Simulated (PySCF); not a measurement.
# C2H6AlFO2 (SMILES C[O][Al]([F])[O]C): levels of theory compared

Aim: a comparison of 4 runs (BLYP/6-31G*, B3LYP/6-31G*, PBE0/def2-SVP, CCSD(T)/3-21G) of C2H6AlFO2. 

The results are computed with PySCF 2.14.0.

**1. The molecule**

The species is C2H6AlFO2 (12 atoms), meant as a singlet with charge 0. As SMILES, `C[O][Al]([F])[O]C`. Geometry: relaxed at PBE0-D4/def2-TZVP. This is one conformer, not always the lowest.

Bond lengths: C1–O2 1.395 Å, O2–Al3 1.669 Å, Al3–F4 1.639 Å, Al3–O5 1.669 Å, O5–C6 1.395 Å, C1–H7 1.095 Å, C1–H8 1.097 Å, C1–H9 1.095 Å, C6–H10 1.095 Å, C6–H11 1.095 Å, C6–H12 1.097 Å. Some angles: C1–O2–Al3 139.5°, O2–Al3–F4 117.0°, O2–Al3–O5 126.0°, F4–Al3–O5 117.0°, Al3–O5–C6 139.9°, O2–C1–H7 110.0°, O2–C1–H8 112.8°, O2–C1–H9 110.0°, O5–C6–H10 110.0°, O5–C6–H11 110.0°.

**2. Energy and forces at BLYP/6-31G(d) (spherical functions) (run 1)**

geometry.xyz

```xyz
12

C     -1.234700    -1.590600     0.559400
O     -1.271400    -0.286900     1.055300
Al    -0.478000     1.168700     0.859000
F     -0.993800     2.425800     1.774800
O      0.791700     1.461500    -0.183700
C      1.572000     0.794000    -1.128000
H     -1.051500    -2.297100     1.375400
H     -0.452800    -1.736300    -0.195600
H     -2.196500    -1.844900     0.102700
H      2.625300     0.821800    -0.831100
H      1.483400     1.285500    -2.102200
H      1.283300    -0.256600    -1.251900
```

run.py

```python
import pyscf.grad
from pyscf import gto, dft

molecule = gto.M(
    atom='geometry.xyz',
    basis='6-31g*',
    max_memory=1860,
    verbose=4,
)

calc0 = dft.RKS(molecule)
calc0.xc = 'blyp'
calc0.grids.level = 5
calc0.conv_tol = 1e-10
calc0.kernel()
if not calc0.converged:
    calc0 = calc0.newton().run(calc0.mo_coeff, calc0.mo_occ)

energy = calc0.e_tot
print('E = %.10f Eh' % energy)
grad = calc0.Gradients().kernel()
dip = calc0.dip_moment()
pop, q = calc0.mulliken_pop()
```

Started as:

```sh
$ OMP_NUM_THREADS=1 python run.py
```

Log:

```text
PySCF version 2.14.0

[... 86 lines left out ...]
converged SCF energy = -572.579057955787
[... 13 lines left out ...]
Dipole moment(X, Y, Z, Debye):  1.00205, -2.41503, -1.76659
[... 113 lines left out ...]
charge of   11H =      0.11998
```

Run time: 65 s. Hardware: 1 thread of Intel Xeon at 2.70GHz, shared host; peak memory 1 GiB.

**3. Energy and forces at B3LYP/6-31G(d) (Cartesian functions) (run 2)**

input.py

```python
from pyscf import gto, dft

mol = gto.Mole()
mol.atom = [
    ('C', (-1.234700, -1.590600, 0.559400)),
    ('O', (-1.271400, -0.286900, 1.055300)),
    ('Al', (-0.478000, 1.168700, 0.859000)),
    ('F', (-0.993800, 2.425800, 1.774800)),
    ('O', (0.791700, 1.461500, -0.183700)),
    ('C', (1.572000, 0.794000, -1.128000)),
    ('H', (-1.051500, -2.297100, 1.375400)),
    ('H', (-0.452800, -1.736300, -0.195600)),
    ('H', (-2.196500, -1.844900, 0.102700)),
    ('H', (2.625300, 0.821800, -0.831100)),
    ('H', (1.483400, 1.285500, -2.102200)),
    ('H', (1.283300, -0.256600, -1.251900)),
]
mol.spin = 0
mol.max_memory = 1860
mol.basis = '6-31g*'
mol.cart = True
mol.verbose = 3
mol.build()

mf = dft.RKS(mol, xc='b3lyp')
mf.grids.level = 5
mf.conv_tol = 1e-10
mf.kernel()
if not mf.converged:
    mf = mf.newton().run(mf.mo_coeff, mf.mo_occ)

etot = mf.e_tot
print('E(%s) = %.9f' % ('B3LYP', etot))
grad = mf.nuc_grad_method().kernel()
mf.analyze()
```

Started as:

```sh
$ OMP_NUM_THREADS=1 python input.py
```

Log:

```text
converged SCF energy = -572.696103252601
[... 11 lines left out ...]
MO #2   energy= -24.650533647671   occ= 2
[... 12 lines left out ...]
MO #15  energy= -0.676979922295686 occ= 2
[... 12 lines left out ...]
MO #28  energy= -0.282661932303013 occ= 2
[... 12 lines left out ...]
MO #41  energy= 0.23810951102657   occ= 0
[... 12 lines left out ...]
MO #54  energy= 0.817696107891321  occ= 0
[... 12 lines left out ...]
MO #67  energy= 1.14735055475565   occ= 0
[... 12 lines left out ...]
MO #80  energy= 1.79310231039726   occ= 0
[... 12 lines left out ...]
MO #93  energy= 2.22301630122118   occ= 0
[... 12 lines left out ...]
MO #106 energy= 4.33353483349082   occ= 0
[... 13 lines left out ...]
Dipole moment(X, Y, Z, Debye):  1.05798, -2.54969, -1.86512
```

Run time: 59 s. Hardware: 1 thread of Intel Xeon at 2.70GHz, shared host; peak memory 1.1 GiB.

Run 3 isn't shown in full; the table further down has it.

**4. A single-point energy at CCSD(T)/3-21G (run 4)**

calc.py

```python
# C[O][Al]([F])[O]C
from pyscf import gto, cc

mol = gto.Mole()
mol.atom = '''
C       -1.234700      -1.590600       0.559400
O       -1.271400      -0.286900       1.055300
Al      -0.478000       1.168700       0.859000
F       -0.993800       2.425800       1.774800
O        0.791700       1.461500      -0.183700
C        1.572000       0.794000      -1.128000
H       -1.051500      -2.297100       1.375400
H       -0.452800      -1.736300      -0.195600
H       -2.196500      -1.844900       0.102700
H        2.625300       0.821800      -0.831100
H        1.483400       1.285500      -2.102200
H        1.283300      -0.256600      -1.251900
'''
mol.basis = '3-21g'
mol.max_memory = 1860
mol.charge = 0
mol.verbose = 4
mol.build()

myscf = mol.RHF()
myscf.conv_tol = 1e-10
myscf.kernel()
if not myscf.converged:
    myscf = myscf.newton().run(myscf.mo_coeff, myscf.mo_occ)

mycc = cc.CCSD(myscf, frozen=10)
mycc.kernel()
e_t = mycc.ccsd_t()
e_final = mycc.e_tot + e_t
print('E = %.10f Eh' % e_final)
dip = myscf.dip_moment()
pop, q = myscf.mulliken_pop()
```

Started as:

```sh
$ OMP_NUM_THREADS=1 python calc.py
```

Log:

```text
PySCF version 2.14.0

[... 66 lines left out ...]
converged SCF energy = -567.362771244047
[... 12 lines left out ...]
Init t2, MP2 energy = -567.91927236522  E_corr(MP2) -0.556501121172215
[... 12 lines left out ...]
CCSD converged
[... 3 lines left out ...]
Dipole moment(X, Y, Z, Debye):  1.36805, -3.29909, -2.41211
[... 83 lines left out ...]
charge of   11H =      0.15440
```

Run time: 15 s. Hardware: 1 thread of Intel Xeon at 2.70GHz, shared host; peak memory 0.28 GiB.

**5. All runs side by side**

```
run                               level  Cartesian functions      task  energy (Eh)  dipole moment (D) of the reference  HOMO energy (eV)  LUMO energy (eV)  wall time
  1   BLYP/6-31G* (spherical functions)                   no  gradient  -572.579058                                3.16             -6.20             -1.07       65 s
  2  B3LYP/6-31G* (Cartesian functions)                  yes  gradient  -572.696103                                3.33             -7.69             -0.57       59 s
  3                       PBE0/def2-SVP                   no  gradient  -571.896733                                3.44             -8.07             -0.28       76 s
  4                       CCSD(T)/3-21G                   no    energy  -567.963558                                4.31            -11.67              3.33       15 s
```

**6. What came out**

| quantity | value |
| --- | --- |
| run 4: total energy | -567.96356 Eh |
| run 4: dipole moment (Hartree–Fock density) | 4.31 D |
| run 4: HOMO energy (Hartree–Fock orbitals) | -11.67 eV |
| run 4: LUMO energy (Hartree–Fock orbitals) | 3.33 eV |
| run 4: HOMO–LUMO gap (Hartree–Fock orbitals) | 15.00 eV |
| run 4: correlation energy (10 core orbitals frozen) | -600.8 mEh |
| run 4: (T) correction | -12.22 mEh |
| run 4: T1 diagnostic | 0.014 |

Over runs 1, 2, 3 the dipole moment (its size) runs from 3.16 D (BLYP/6-31G*) to 3.44 D (PBE0/def2-SVP). The two ends differ in method and basis. Over runs 1, 2, 3 the HOMO–LUMO gap runs from 5.13 eV (BLYP/6-31G*) to 7.80 eV (PBE0/def2-SVP). Totals of different functionals can't be ranked against each other. All runs together took 3.6 min, the longest 76 s.
